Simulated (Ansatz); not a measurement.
# CsCdBO3: the cost of one run

Computed with Ansatz 0.2.0 (DFT, PBE, plane-wave PAW, default files, scalar-relativistic, as far as a step names no other, unless a step's input says otherwise).

**1. The starting structure**

It takes space group P2_13 (No. 198, cubic). Conventional cell: a = 7.642 Å, b = 7.642 Å, c = 7.642 Å, α = 90.00°, β = 90.00°, γ = 90.00°. Cs (site symmetry 3) has 6 O at 3.20 to 3.24 Å and 1 B at 3.47 Å as nearest neighbours. Cd (site symmetry 3) has 6 O at 2.34 to 2.39 Å as nearest neighbours. B (site symmetry 3) is surrounded by 3 O at 1.39 Å. O (site symmetry 1) is surrounded by 1 B at 1.39 Å.

As a file:

```cif
data_structure
_symmetry_space_group_name_H-M 'P 1'
_symmetry_Int_Tables_number 1
_cell_length_a 7.6418
_cell_length_b 7.6418
_cell_length_c 7.6418
_cell_angle_alpha 90.000
_cell_angle_beta 90.000
_cell_angle_gamma 90.000
_cell_volume 446.26
loop_
_atom_site_label
_atom_site_type_symbol
_atom_site_fract_x
_atom_site_fract_y
_atom_site_fract_z
_atom_site_occupancy
Cs1 Cs 0.63924 0.13924 0.36076 1
Cs2 Cs 0.13924 0.36076 0.63924 1
Cs3 Cs 0.36076 0.63924 0.13924 1
Cs4 Cs 0.86076 0.86076 0.86076 1
Cd1 Cd 0.64529 0.35471 0.85471 1
Cd2 Cd 0.14529 0.14529 0.14529 1
Cd3 Cd 0.85471 0.64529 0.35471 1
Cd4 Cd 0.35471 0.85471 0.64529 1
B1 B 0.59879 0.59879 0.59879 1
B2 B 0.40121 0.09879 0.90121 1
B3 B 0.09879 0.90121 0.40121 1
B4 B 0.90121 0.40121 0.09879 1
O1 O 0.52304 0.08882 0.76580 1
O2 O 0.23420 0.02304 0.41118 1
O3 O 0.58882 0.73420 0.47696 1
O4 O 0.02304 0.41118 0.23420 1
O5 O 0.73420 0.47696 0.58882 1
O6 O 0.08882 0.76580 0.52304 1
O7 O 0.47696 0.58882 0.73420 1
O8 O 0.76580 0.52304 0.08882 1
O9 O 0.41118 0.23420 0.02304 1
O10 O 0.97696 0.91118 0.26580 1
O11 O 0.26580 0.97696 0.91118 1
O12 O 0.91118 0.26580 0.97696 1
```

**2. First run, atoms as given**

File input.yaml:

```yaml
crystal:
  lattice:
    - [7.641782, 0.0, 0.0]
    - [0.0, 7.641782, 0.0]
    - [0.0, 0.0, 7.641782]
  atoms:
    - { symbol: Cs, position: [0.63924, 0.13924, 0.36076] }
    - { symbol: Cs, position: [0.13924, 0.36076, 0.63924] }
    - { symbol: Cs, position: [0.36076, 0.63924, 0.13924] }
    - { symbol: Cs, position: [0.86076, 0.86076, 0.86076] }
    - { symbol: Cd, position: [0.645294, 0.354706, 0.854706] }
    - { symbol: Cd, position: [0.145294, 0.145294, 0.145294] }
    - { symbol: Cd, position: [0.854706, 0.645294, 0.354706] }
    - { symbol: Cd, position: [0.354706, 0.854706, 0.645294] }
    - { symbol: B, position: [0.598793, 0.598793, 0.598793] }
    - { symbol: B, position: [0.401207, 0.098793, 0.901207] }
    - { symbol: B, position: [0.098793, 0.901207, 0.401207] }
    - { symbol: B, position: [0.901207, 0.401207, 0.098793] }
    - { symbol: O, position: [0.523044, 0.088821, 0.765798] }
    - { symbol: O, position: [0.234202, 0.023044, 0.411179] }
    - { symbol: O, position: [0.588821, 0.734202, 0.476956] }
    - { symbol: O, position: [0.023044, 0.411179, 0.234202] }
    - { symbol: O, position: [0.734202, 0.476956, 0.588821] }
    - { symbol: O, position: [0.088821, 0.765798, 0.523044] }
    - { symbol: O, position: [0.476956, 0.588821, 0.734202] }
    - { symbol: O, position: [0.765798, 0.523044, 0.088821] }
    - { symbol: O, position: [0.411179, 0.234202, 0.023044] }
    - { symbol: O, position: [0.976956, 0.911179, 0.265798] }
    - { symbol: O, position: [0.265798, 0.976956, 0.911179] }
    - { symbol: O, position: [0.911179, 0.265798, 0.976956] }
kpoints:
  mp_grid: { grid: [3, 3, 3] }
scf:
  occupations: { method: fermi_dirac, width: 0.02 }
hamiltonian:
  xc: pbe
  pseudopotentials: { kind: paw }
output:
  forces: true
  stress: true
  populations: true
  efg:
    quadrupole_moments_barn: { Cs: -0.00343, B: 0.04059, O: -0.02558 }
    contact_densities: true
```

Started as:

```sh
ansatz run input.yaml --threads 1 --pin off --max-ram 2560MiB --backend cpu --events-out ev --progress --plain --runs-dir out
```

**Question.** How long does this run take on 1 thread of Arm Neoverse V2, shared host, and how much memory does it need?

About 34 s, with a peak of 0.77 GiB.
